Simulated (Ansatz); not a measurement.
# AlOs, space group Pm-3m: relaxations under a series of pressures

Computed with the Python package of Ansatz (0.2.0).

Run as a notebook:

```python
import warnings

import ansatz as az
import numpy as np
```

```python
def edges_and_angles(cell):
    cell = np.asarray(cell)
    a, b, c = np.linalg.norm(cell, axis=1)
    cosines = cell[1] @ cell[2] / (b * c), cell[0] @ cell[2] / (a * c), cell[0] @ cell[1] / (a * b)
    return (a, b, c, *np.degrees(np.arccos(cosines)))
```

```python
warnings.simplefilter("ignore", az.DeckWarning)
```

```python
alos = (
    az.Lattice.cubic(2.99791198)
    .space_group(221)
    .atom("Al", (0.0, 0.0, 0.0))
    .atom("Os", (0.5, 0.5, 0.5))
)
```

```python
[site.symbol for site in alos.resolved().sites]
```

    ['Al', 'Os']

```python
base = (
    alos.calculation()
    .occupations("cold", width=0.15)
    .functional(az.Functional.LDA)
    .basis(510)
    .kpoints(10, 10, 10)
)
```

```python
# H = F + PV, with 1 GPa A^3 = 1/160.21766 eV
rows = []
for pressure in [-2, 0, 2, 5, 10]:
    out = base.relax(cell=True, pressure=pressure, force_tolerance=0.005).run(threads=1, backend="cpu")
    cell = out.lattice.cell_ang
    n_atoms = len(out.lattice.sites)
    volume = abs(np.linalg.det(cell)) / n_atoms
    enthalpy = out.report["free_energy_ev"] / n_atoms + pressure * volume / 160.21766
    rows.append((pressure, volume, enthalpy, *edges_and_angles(cell)))
    print(f"{pressure} GPa done: {volume:.4f} A^3/atom")
```

    -2 GPa done: 13.2386 A^3/atom
    0 GPa done: 13.1368 A^3/atom
    2 GPa done: 13.0391 A^3/atom
    5 GPa done: 12.8991 A^3/atom
    10 GPa done: 12.6825 A^3/atom

```python
print(" P (GPa)  V (A^3/atom)  H (eV/atom)     a       b       c")
for row in rows:
    print("{:8.1f} {:12.4f} {:14.5f} {:7.4f} {:7.4f} {:7.4f}".format(*row[:6]))
p, v = np.array([row[0] for row in rows], float), np.array([row[1] for row in rows])
print("mean bulk modulus between rows (GPa):", np.round(-np.diff(p) / np.diff(np.log(v)), 1))
```

     P (GPa)  V (A^3/atom)  H (eV/atom)     a       b       c
        -2.0      13.2386    -5816.22814  2.9805  2.9805  2.9805
         0.0      13.1368    -5816.06352  2.9728  2.9728  2.9728
         2.0      13.0391    -5815.90015  2.9655  2.9655  2.9655
         5.0      12.8991    -5815.65733  2.9548  2.9548  2.9548
        10.0      12.6825    -5815.25822  2.9382  2.9382  2.9382
    mean bulk modulus between rows (GPa): [259.  268.  278.  295.2]

The volume falls from 13.24 Å³ an atom at -2 GPa to 12.68 at 10 GPa, by 4.2 %. Between -2 and 0 GPa, -V dP/dV is about 259 GPa, a mean over that step.

Notes:
- Total energies depend on the potentials; only differences at equal settings carry meaning.
- At a fixed pressure a relaxation lowers the enthalpy F + PV, while F alone can rise.
- The mesh is modest for a metal, so energies can be off by several to tens of meV an atom and pressures by half a GPa or more; differences at equal mesh fare better.
- Spin-orbit coupling, which matters for elements this heavy, is left out.
- The structure comes from a database of computed cells and needn't be a stable or known phase.
- Symmetry holds the cell in this phase, whether or not it is the stable one at each pressure.
- Run time: 32 s on 1 thread of Arm Neoverse V1, with other jobs on the host, peak memory 0.39 GiB.
